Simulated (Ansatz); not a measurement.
Runs of Ansatz 0.2.0 on ScSi2. It takes space group P6/mmm (No. 191, hexagonal). The conventional cell has a = 3.660 Å, b = 3.660 Å, c = 3.870 Å, α = 90.00°, β = 90.00°, γ = 120.00°. Sc (site symmetry 6/mmm) is surrounded by 12 Si at 2.87 Å. Si (site symmetry -6m2) has 3 Si at 2.11 Å as nearest neighbours. 

```csv
task,level,potentials or basis,spin,U,cell,k mesh,cutoff (eV),smearing,driver,hubbard projectors,double counting,gap on the mesh (eV),pressure (GPa),moment (μB),relaxed volume (Å³/atom)
single point,PBE,PseudoDojo stringent (PBE files),off,-,as given,8 × 8 × 7,1061,fermi-dirac 0.05 eV,-,-,-,none,24.9,-,-
relaxation of cell and atoms,BPBE,PseudoDojo stringent,"collinear, ferromagnetic start",-,relaxed,8 × 8 × 7,1061,methfessel-paxton 0.1 eV,chain,-,-,-,0.0,0.00,17.04
phonons,r2SCAN+U,JTH PAW,off,Sc d U = 6.2 eV,as given,7 × 7 × 6,1350,fermi-dirac 0.05 eV,-,ortho-atomic,amf,none,-,-,-
single point,PBE,JTH PAW,off,-,as given,8 × 8 × 7,1350,fermi-dirac 0.05 eV,-,-,-,none,25.1,-,-
single point,PBE,Ansatz PAW earlier set,off,-,as given,8 × 8 × 7,920,fermi-dirac 0.05 eV,-,-,-,none,25.1,-,-
single point,PBE,Ansatz PAW earlier set,off,-,as given,8 × 8 × 7,610,fermi-dirac 0.05 eV,-,-,-,none,25.1,-,-
atomic charges,BLYP,JTH PAW,off,-,as given,8 × 8 × 7,1350,methfessel-paxton 0.15 eV,-,-,-,none,29.2,-,-
relaxation of cell and atoms,exchange-only PBE,JTH PAW,"collinear, ferromagnetic start",-,relaxed,8 × 8 × 7,1350,methfessel-paxton 0.01 eV,-,-,-,-,0.0,0.00,(a)
```

Question: Fill in the values left out.

Answer: (a) 19.97.

Caveats: the potentials were made for another functional, which shifts forces and pressure (some runs); the volume moved by +14 % from the deposited cell, more than functionals usually miss (some runs); some modes are imaginary (some runs); U without spin polarisation on a metal has little footing (some runs); the U is typed as a test and isn't derived for this compound (some runs); a pressure of tens of GPa on the cell as given is suspect, and the run, the potentials or the cell itself is likely at fault (some runs); the volume moved by over 15 % at a fixed basis, so the end points are rough (some runs).

A k mesh can miss the band edges.

A gap of «none» marks a metal or a gap under the smearing width.

Not every run made on this cell is shown here.
